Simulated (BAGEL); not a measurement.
# AlF3 (SMILES [F][Al]([F])[F]) at FCI/STO-3G (density fitting with cc-pvqz-jkfit)

What is the energy change on altering one bond length of AlF3 at FCI/STO-3G (density fitting with cc-pvqz-jkfit)? 

Program for the calculation: BAGEL 1.2.2.

## 1. Starting point

The species is AlF3 (4 atoms), meant as a singlet with charge 0. SMILES: `[F][Al]([F])[F]`. Geometry: a GFN2-xTB relaxation, a rough one for these elements and not checked as a minimum.

Bond lengths: Al1–F2 1.631 Å, Al1–F3 1.631 Å, Al1–F4 1.631 Å. Angles: F2–Al1–F3 120.0°, F2–Al1–F4 120.0°, F3–Al1–F4 120.0°.

## 2. A single-point energy at FCI/STO-3G (density fitting with cc-pvqz-jkfit)

The input, job.json:

```json
{ "bagel" : [

{
  "title" : "molecule",
  "basis" : "sto-3g",
  "df_basis" : "cc-pvqz-jkfit",
  "angstrom" : true,
  "geometry" : [
    { "atom" : "Al", "xyz" : [   -0.000200,   -0.000290,   -0.001260 ] },
    { "atom" : "F", "xyz" : [    1.630840,   -0.027090,    0.013490 ] },
    { "atom" : "F", "xyz" : [   -0.791540,    1.425990,   -0.016640 ] },
    { "atom" : "F", "xyz" : [   -0.839100,   -1.398610,    0.004400 ] }
  ]
},
{ "title" : "hf" },
{ "title" : "fci", "nstate" : 1, "ncore" : 8 }

]}
```

On the command line:

```console
$ BAGEL_NUM_THREADS=1 BAGEL job.json > job.out
```

What it wrote:

```text
* using 1 threads per process

  ===============================================================
  ===============================================================

  *** Geometry ***

  { "atom" : "Al", "xyz" : [     -0.000378,     -0.000548,     -0.002381 ] },
  { "atom" : "F", "xyz" : [      3.081841,     -0.051193,      0.025492 ] },
  { "atom" : "F", "xyz" : [     -1.495794,      2.694731,     -0.031445 ] },
  { "atom" : "F", "xyz" : [     -1.585669,     -2.642990,      0.008315 ] },

  Number of auxiliary basis functions:      466

  Since a DF basis is specified, we compute 2- and 3-index integrals:
    o Being stored without compression. Storage requirement is 0.002 GB

  Number of basis functions:       24
  Number of electrons      :       40

    * METHOD: MOLECULE                             0.11

  *** RHF ***

  === Nuclear Repulsion ===
   159.3952553357

      * DIIS with orbital gradients will be used.

  === RHF iteration (sto-3g) ===
      0       -533.12210519          0.02395677           0.01
      1       -533.24481916          0.00409430           0.01
      2       -533.24751814          0.00068759           0.01
      3       -533.24768746          0.00014772           0.01
      4       -533.24769597          0.00002765           0.01
      5       -533.24769623          0.00000333           0.01
      6       -533.24769624          0.00000047           0.01
      7       -533.24769624          0.00000004           0.01
      8       -533.24769624          0.00000001           0.01
    * SCF iteration converged.

    * Permanent dipole moment:
           (    0.000813,     0.001185,     0.004576) a.u.

    * METHOD: HF                                   0.13

  ---------------------------
        FCI calculation
  ---------------------------

  Performs exactly the same way as Knowles & Handy 1984 CPL

  o alpha-beta strings
      length:          3640
  o size of the space
      determinant space:  3312400
      spin-adapted space: 866320

  o single displacement lists (alpha)
      length:        109200
  o single displacement lists (beta)
      length:        109200

     guess   0:   closed 111111111111....     open ................

  === FCI iteration ===

      0  0      -533.24769624     2.12e-04      8.03
      1  0      -533.32044734     1.09e-04      8.30
      2  0      -533.33543237     5.27e-05      8.65
      3  0      -533.33792864     2.85e-05      8.19
      4  0      -533.33861384     1.44e-05      8.29
      5  0      -533.33874778     6.76e-06      8.15
      6  0      -533.33877695     3.54e-06      8.31
      7  0      -533.33878414     1.62e-06      8.23
      8  0      -533.33878547     7.02e-07      8.29
      9  0      -533.33878573     3.34e-07      8.09
     10  0      -533.33878579     1.35e-07      8.27
     11  0      -533.33878580     6.61e-08      8.41
     12  0      -533.33878581     3.20e-08      8.30
     13  0      -533.33878581     1.47e-08      8.24
     14  0      -533.33878581     6.39e-09      8.41
     15  0      -533.33878581     2.83e-09      8.45
     16  0      -533.33878581     1.22e-09      8.40
     17  0      -533.33878581     5.35e-10      8.38
     18  0      -533.33878581     2.57e-10      8.45
     19  0      -533.33878581     1.18e-10      7.94
    ** throwing out 1 trial vectors **
     20  0 *    -533.33878581     5.51e-11      7.32

     * ci vector, state   0, <S^2> = 0.0000
       222222222222....    -0.9638291750
       222222a22222b...    -0.0561252341
       222222b22222a...    -0.0561252341

    * METHOD: FCI                                175.22

  ===============================================================
```

Run time: 2.9 min. Hardware: 1 thread of Arm Neoverse V2, shared host; peak memory 7.9 GiB.

## 3. The distorted shape at the same level

The input, input.json:

```json
{ "bagel" : [

{
  "title" : "molecule",
  "basis" : "sto-3g",
  "df_basis" : "cc-pvqz-jkfit",
  "angstrom" : true,
  "geometry" : [
    { "atom" : "Al", "xyz" : [    0.125650,    0.209483,   -0.002109 ] },
    { "atom" : "F", "xyz" : [    1.756690,    0.182683,    0.012641 ] },
    { "atom" : "F", "xyz" : [   -0.665690,    1.635763,   -0.017489 ] },
    { "atom" : "F", "xyz" : [   -0.839100,   -1.398610,    0.004400 ] }
  ]
},
{
  "title" : "hf"
},
{
  "title" : "fci",
  "nstate" : 1,
  "ncore" : 8
}

]}
```

On the command line:

```console
$ BAGEL_NUM_THREADS=1 BAGEL input.json > input.out
```

What it wrote:

```text
* using 1 threads per process

  ===============================================================
  ===============================================================

  *** Geometry ***

  { "atom" : "Al", "xyz" : [      0.237444,      0.395865,     -0.003985 ] },
  { "atom" : "F", "xyz" : [      3.319663,      0.345221,      0.023888 ] },
  { "atom" : "F", "xyz" : [     -1.257972,      3.091144,     -0.033049 ] },
  { "atom" : "F", "xyz" : [     -1.585669,     -2.642990,      0.008315 ] },

  Number of auxiliary basis functions:      466

  Since a DF basis is specified, we compute 2- and 3-index integrals:
    o Being stored without compression. Storage requirement is 0.002 GB

  Number of basis functions:       24
  Number of electrons      :       40

    * METHOD: MOLECULE                             0.11

  *** RHF ***

  === Nuclear Repulsion ===
   152.3026875558

      * DIIS with orbital gradients will be used.

  === RHF iteration (sto-3g) ===
      0       -533.05097750          0.02624710           0.01
      1       -533.20244073          0.00543939           0.01
      2       -533.20753400          0.00098801           0.01
      3       -533.20790582          0.00021034           0.01
      4       -533.20792338          0.00004026           0.01
      5       -533.20792402          0.00000721           0.01
      6       -533.20792404          0.00000158           0.01
      7       -533.20792404          0.00000058           0.01
      8       -533.20792404          0.00000013           0.01
      9       -533.20792404          0.00000003           0.01
     10       -533.20792404          0.00000001           0.01
    * SCF iteration converged.

    * Permanent dipole moment:
           (   -0.105800,    -0.176526,     0.005132) a.u.

    * METHOD: HF                                   0.15

  ---------------------------
        FCI calculation
  ---------------------------

  Performs exactly the same way as Knowles & Handy 1984 CPL

  o alpha-beta strings
      length:          3640
  o size of the space
      determinant space:  3312400
      spin-adapted space: 866320

  o single displacement lists (alpha)
      length:        109200
  o single displacement lists (beta)
      length:        109200

     guess   0:   closed 111111111111....     open ................

  === FCI iteration ===

      0  0      -533.20792404     2.13e-04      7.88
      1  0      -533.28839317     1.13e-04      8.29
      2  0      -533.30549836     5.60e-05      8.33
      3  0      -533.30862655     3.20e-05      8.70
      4  0      -533.30957608     1.57e-05      8.93
      5  0      -533.30976350     7.59e-06      8.86
      6  0      -533.30981142     4.21e-06      8.70
      7  0      -533.30982319     2.00e-06      8.57
      8  0      -533.30982563     9.11e-07      8.77
      9  0      -533.30982626     4.98e-07      8.69
     10  0      -533.30982641     2.26e-07      9.06
     11  0      -533.30982645     1.18e-07      8.82
     12  0      -533.30982646     5.78e-08      9.07
     13  0      -533.30982646     2.82e-08      9.11
     14  0      -533.30982647     1.34e-08      8.96
     15  0      -533.30982647     6.52e-09      8.98
     16  0      -533.30982647     3.19e-09      9.14
     17  0      -533.30982647     1.59e-09      9.34
     18  0      -533.30982647     7.59e-10      9.54
     19  0      -533.30982647     3.75e-10      9.33
    ** throwing out 1 trial vectors **
     20  0      -533.30982647     1.98e-10      8.94
    ** throwing out 1 trial vectors **
     21  0      -533.30982647     1.08e-10      9.42
    ** throwing out 1 trial vectors **
     22  0 *    -533.30982647     6.08e-11      8.56

     * ci vector, state   0, <S^2> = -0.0000
       222222222222....     0.9541884663
       22222222222.2...    -0.0636491884
       22222222222.ba..     0.0544483894
       22222222222.ab..     0.0544483894

    * METHOD: FCI                                206.22

  ===============================================================
```

Run time: 3.4 min. Hardware: 1 thread of Arm Neoverse V2, shared host; peak memory 7.9 GiB.

## 4. Outcome

Level: FCI/STO-3G (density fitting with cc-pvqz-jkfit), 8 core orbitals frozen.

```
                                                          quantity          value
                                         first shape: total energy  -533.33879 Eh
                                     distorted shape: total energy  -533.30983 Eh
energy change with the Al1–F4 bond stretched from 1.631 to 1.875 Å       0.788 eV
```

With the Al1–F4 bond stretched from 1.631 to 1.875 Å the energy rises by 0.79 eV (18.2 kcal/mol). The first shape isn't relaxed at this level, so the change isn't measured from a minimum. The minimal basis adds a large error of its own.
